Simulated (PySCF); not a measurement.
**Cs³⁺ (triplet): the SCF solver's settings**

The same problem is solved with other solver options, one edit a run.

Method: method and basis as typed in the scripts; program: PySCF 2.14.0.

8 further runs of the same task are left out: 1 for a known fault of the program, 7 that didn't finish.

**1. The atom**

Cs³⁺ (triplet): 1 atom, charge 3, spin multiplicity 3.

**2. The run that the others are compared with**

Input file input.py:

```python
from pyscf import gto, dft

mol = gto.M(
    atom='Cs 0 0 0',
    basis='x2c-svpall',
    charge=3,
    spin=2,
    verbose=3,
)
mf = dft.ROKS(mol, xc='camb3lyp')
mf = mf.sfx2c1e()
mf.kernel()
mf.analyze()
print('orbital energies (hartree):', mf.mo_energy[..., max(0, mol.nelec[1]-3):mol.nelec[0]+3].round(4))
```

Command:

```
> OMP_NUM_THREADS=1 python input.py
```

Its log is not repeated here.

Base result: E(SCF) = -7784.136513 Eh.

The triplet is typed in the script; nothing here shows that it is the ground state.

**3. Second-order solver on**

Variant 1 changes second-order solver: off → on.

Input file input.py:

```python
from pyscf import gto, dft

mol = gto.M(
    atom='Cs 0 0 0',
    basis='x2c-svpall',
    charge=3,
    spin=2,
    verbose=3,
)
mf = dft.ROKS(mol, xc='camb3lyp')
mf = mf.sfx2c1e()
mf = mf.newton()
mf.kernel()
mf.analyze()
print('orbital energies (hartree):', mf.mo_energy[..., max(0, mol.nelec[1]-3):mol.nelec[0]+3].round(4))
```

Command:

```
> OMP_NUM_THREADS=1 python input.py
```

**4. Convergence threshold 1e-05 hartree**

Variant 2 changes convergence threshold: default → 1e-05 hartree.

input.py, as its differences from that of step 2:

```diff
@@ -11,2 +11,3 @@
 mf = mf.sfx2c1e()
+mf.conv_tol = 1e-05
 mf.kernel()
```

**5. Convergence threshold 0.001 hartree**

Variant 3 changes convergence threshold: default → 0.001 hartree.

input.py, as its differences from that of step 2:

```diff
@@ -11,2 +11,3 @@
 mf = mf.sfx2c1e()
+mf.conv_tol = 0.001
 mf.kernel()
```

**6. Point-group symmetry on**

Variant 4 changes point-group symmetry: off → on.

input.py, as its differences from that of step 2:

```diff
@@ -7,2 +7,3 @@
     spin=2,
+    symmetry=True,
     verbose=3,
```

Q: Predict the outcome of this session. Wanted: for each run, E(SCF); from base.

As calculated:

```
                                run  E(SCF) (hartree)  from base (eV)
                               base      -7784.136513               0
             second-order solver on      -7784.136513          0.0000
convergence threshold 1e-05 hartree      -7784.136513          0.0000
convergence threshold 0.001 hartree      -7784.136513          0.0000
            point-group symmetry on      -7784.134378         +0.0581
```

**Reading.** With second-order solver on or convergence threshold 1e-05 hartree or convergence threshold 0.001 hartree the SCF ends at the base energy. With point-group symmetry on the SCF ends in another solution, 0.06 eV higher: the path to self-consistency decides the state here.
